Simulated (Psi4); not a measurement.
**B3LYP/def2-SVP (core potential) run of SnF4 (SMILES [F][Sn]([F])([F])[F])**

What is the vertical singlet–triplet gap of SnF4 at B3LYP/def2-SVP (core potential)? 

The results are computed with Psi4 1.11.

16 further runs of the same task are left out: 12 that didn't finish, 4 set aside as unsound or not needed.

## (1) The molecule

SnF4: 5 atoms, total charge 0, spin state singlet. As SMILES, `[F][Sn]([F])([F])[F]`. Geometry: relaxed at PBE0-D4/def2-TZVP.

Bond lengths: F1–Sn2 1.876 Å, Sn2–F3 1.876 Å, Sn2–F4 1.876 Å, Sn2–F5 1.876 Å. Angles: F1–Sn2–F3 109.5°, F1–Sn2–F4 109.5°, F1–Sn2–F5 109.5°, F3–Sn2–F4 109.5°, F3–Sn2–F5 109.5°, F4–Sn2–F5 109.5°.

## (2) Energy and gradient at B3LYP/def2-SVP (core potential)

Input file job.py:

```python
import psi4

psi4.set_memory(2200000000)
psi4.set_num_threads(1)
psi4.core.set_output_file('output.dat', False)

mol = psi4.geometry("""
0 1
F      0.24623131    -1.64670734     3.13070927
Sn     0.01870829    -0.02777897    -0.01568473
F     -2.42905396     2.53223301     0.14758761
F     -0.90253320    -2.38823588    -2.49595027
F      3.16056694     1.39121637    -0.84508552
units au
symmetry c1
""")

psi4.set_options({
    'basis': 'def2-SVP',
    'reference': 'rks',
    'puream': True,
    'e_convergence': 1e-09,
    'd_convergence': 1e-08,
    'scf_type': 'pk',
    'dft_radial_points': 99,
    'dft_spherical_points': 590,
})

energy_value = psi4.gradient('b3lyp')
print('gradient / Eh bohr^-1')
print(energy_value.np.round(6))
```

Started as:

```
python job.py
```

output.dat:

```text
[...]
    !!!  WARNING: ECP capability is in beta. Please check occupations closely.  !!!
[...]
  Running in c1 symmetry.
[...]
  Nuclear repulsion =  307.301543268567912
[...]
  Multiplicity = 1
[...]
  Nalpha       = 29
  Nbeta        = 29
[...]
    Number of basis functions: 82
[...]
   @RKS iter   1:  -613.28505947488645   -1.72994e+00   9.73741e-03 ADIIS/DIIS
[...]
   @RKS iter  10:  -613.49569362818556   -1.95541e-11   6.74990e-09 DIIS
[...]
    Orbital Energies [Eh]
    ---------------------
    Doubly Occupied:
       1A    -24.703788     2A    -24.703773     3A    -24.703770
       4A    -24.703767     5A     -5.209099     6A     -3.552082
       7A     -3.552082     8A     -3.552078     9A     -1.208972
      10A     -1.208963    11A     -1.208948    12A     -1.177550
      13A     -1.135244    14A     -1.135239    15A     -1.086487
      16A     -1.086465    17A     -1.086462    18A     -0.582672
      19A     -0.486241    20A     -0.486227    21A     -0.486223
      22A     -0.439262    23A     -0.439254    24A     -0.434257
      25A     -0.434252    26A     -0.434251    27A     -0.428813
      28A     -0.428808    29A     -0.428801
[...]
  @RKS Final Energy:  -613.49569362818556
   => Energetics <=
    Nuclear Repulsion Energy =            307.3015432685679116
    One-Electron Energy =               -1545.8396169290174385
    Two-Electron Energy =                 673.7236252156502587
    DFT Exchange-Correlation Energy =     -48.6812451833863236
    Empirical Dispersion Energy =           0.0000000000000000
    VV10 Nonlocal Energy =                  0.0000000000000000
    Total Energy =                       -613.4956936281855633
[...]
 Multipole Moments:
 ------------------------------------------------------------------------------------
     Multipole            Electronic (a.u.)      Nuclear  (a.u.)        Total (a.u.)
 ------------------------------------------------------------------------------------
 L = 1.  Multiply by 2.5417464519 to convert [e a0] to [Debye]
 Dipole X            :         -0.0014837            0.0012755           -0.0002082
 Dipole Y            :          0.0014686           -0.0012756            0.0001929
 Dipole Z            :         -0.0000033            0.0000000           -0.0000032
 Magnitude           :                                                    0.0002839
[...]
  -Total Gradient:
     Atom            X                  Y                   Z
    ------   -----------------  -----------------  -----------------
       1       -0.001418897419     0.009708941677    -0.018691360649
       2       -0.000035933221     0.000010080519    -0.000006098990
       3        0.014571547346    -0.015295076480    -0.001022971517
       4        0.005547500571     0.013908630086     0.014784703208
       5       -0.018653205153    -0.008501554374     0.005028173126
[...]
```

The script printed:

```text
gradient / Eh bohr^-1
[[-1.4190e-03  9.7090e-03 -1.8691e-02]
 [-3.6000e-05  1.0000e-05 -6.0000e-06]
 [ 1.4572e-02 -1.5295e-02 -1.0230e-03]
 [ 5.5480e-03  1.3909e-02  1.4785e-02]
 [-1.8653e-02 -8.5020e-03  5.0280e-03]]
```

Wall time 18 s (1 thread of Intel Xeon Platinum 8259CL at 2.50GHz (Skylake/Cascade Lake), shared host); peak memory 0.76 GiB.

## (3) The triplet: the energy at UB3LYP/def2-SVP (core potential)

Input file f4sn.xyz:

```xyz
5
F4Sn
F      0.130300    -0.871400     1.656700
Sn     0.009900    -0.014700    -0.008300
F     -1.285400     1.340000     0.078100
F     -0.477600    -1.263800    -1.320800
F      1.672500     0.736200    -0.447200
```

Input file run.py:

```python
import psi4

psi4.set_memory(2200000000)
psi4.set_num_threads(1)
psi4.core.set_output_file('run.log', False)

with open('f4sn.xyz') as f:
    atoms = ''.join(f.readlines()[2:])
molecule = psi4.geometry('0 3\n' + atoms + 'symmetry c1')

psi4.set_options({
    'basis': 'def2-SVP',
    'reference': 'uks',
    'puream': True,
    'e_convergence': 1e-09,
    'd_convergence': 1e-08,
    'scf_type': 'pk',
    'dft_radial_points': 99,
    'dft_spherical_points': 590,
    'maxiter': 100,
})

e, wfn = psi4.energy('b3lyp', return_wfn=True)
psi4.oeprop(wfn, 'MAYER_INDICES', 'WIBERG_LOWDIN_INDICES', 'QUADRUPOLE')
print('E =', round(e, 9))
```

Started as:

```
python run.py
```

run.log:

```text
[...]
    !!!  WARNING: ECP capability is in beta. Please check occupations closely.  !!!
[...]
  Running in c1 symmetry.
[...]
  Nuclear repulsion =  307.301543135868371
[...]
  Multiplicity = 3
[...]
  Nalpha       = 30
  Nbeta        = 28
[...]
    Number of basis functions: 82
[...]
   @UKS iter   1:  -613.02760648547110   -1.45774e+00   9.53664e-03 ADIIS/DIIS
[...]
   @UKS iter  80:  -613.26463902429600   -1.17097e-11   8.09903e-09 DIIS
[...]
   @S^2 Observed:                2.006217289E+00
[...]
    Orbital Energies [Eh]
    ---------------------
    Alpha Occupied:
       1A    -24.725005     2A    -24.724992     3A    -24.724969
       4A    -24.724960     5A     -5.157686     6A     -3.500294
       7A     -3.500294     8A     -3.500187     9A     -1.213059
      10A     -1.213055    11A     -1.212963    12A     -1.201806
      13A     -1.087271    14A     -1.086854    15A     -1.061749
      16A     -1.061721    17A     -1.061718    18A     -0.593292
      19A     -0.510414    20A     -0.510402    21A     -0.505241
      22A     -0.478420    23A     -0.470960    24A     -0.470042
      25A     -0.470028    26A     -0.455693    27A     -0.454580
      28A     -0.449076    29A     -0.449069    30A     -0.196241
    Alpha Virtual:
[...]
  @UKS Final Energy:  -613.26463902429600
   => Energetics <=
    Nuclear Repulsion Energy =            307.3015431358683713
    One-Electron Energy =               -1546.1431252977517943
    Two-Electron Energy =                 674.2228615183958027
    DFT Exchange-Correlation Energy =     -48.6459183808083679
    Empirical Dispersion Energy =           0.0000000000000000
    VV10 Nonlocal Energy =                  0.0000000000000000
    Total Energy =                       -613.2646390242960024
[...]
 Multipole Moments:
 ------------------------------------------------------------------------------------
     Multipole            Electronic (a.u.)      Nuclear  (a.u.)        Total (a.u.)
 ------------------------------------------------------------------------------------
 L = 1.  Multiply by 2.5417464519 to convert [e a0] to [Debye]
 Dipole X            :         -0.0010821            0.0012756            0.0001935
 Dipole Y            :          0.0012534           -0.0012756           -0.0000221
 Dipole Z            :          0.0001071           -0.0000000            0.0001071
 Magnitude           :                                                    0.0002222
 L = 2.  Multiply by 1.3450342976 to convert [e a0^2] to [Debye ang]
 Quadrupole XX       :       -184.3295070          150.8694159          -33.4600911
 Quadrupole XY       :          0.0484845           -0.0162946            0.0321899
[...]
```

Standard output:

```text
E = -613.264639024
```

Wall time 89 s (1 thread of Intel Xeon Platinum 8259CL at 2.50GHz (Skylake/Cascade Lake), shared host); peak memory 0.76 GiB.

## (4) What came out

At B3LYP/def2-SVP (core potential):

```
                                        quantity          value
                           singlet: total energy  -613.49569 Eh
                          singlet: dipole moment         0.00 D
                            singlet: HOMO energy      -11.67 eV
                            singlet: LUMO energy       -3.73 eV
                          singlet: HOMO–LUMO gap        7.94 eV
               singlet: largest force on an atom     1.088 eV/Å
                           triplet: total energy  -613.26464 Eh
                          triplet: dipole moment         0.00 D
     triplet: HOMO energy (highest over α and β)       -5.34 eV
                                   triplet: ⟨S²⟩          2.006
vertical energy of the triplet above the singlet       6.287 eV
```

In words: At this shape the triplet lies 6.29 eV (145 kcal/mol) above the singlet. The largest force (singlet) is 1.09 eV/Å: the shape isn't a stationary point for this species at this level.
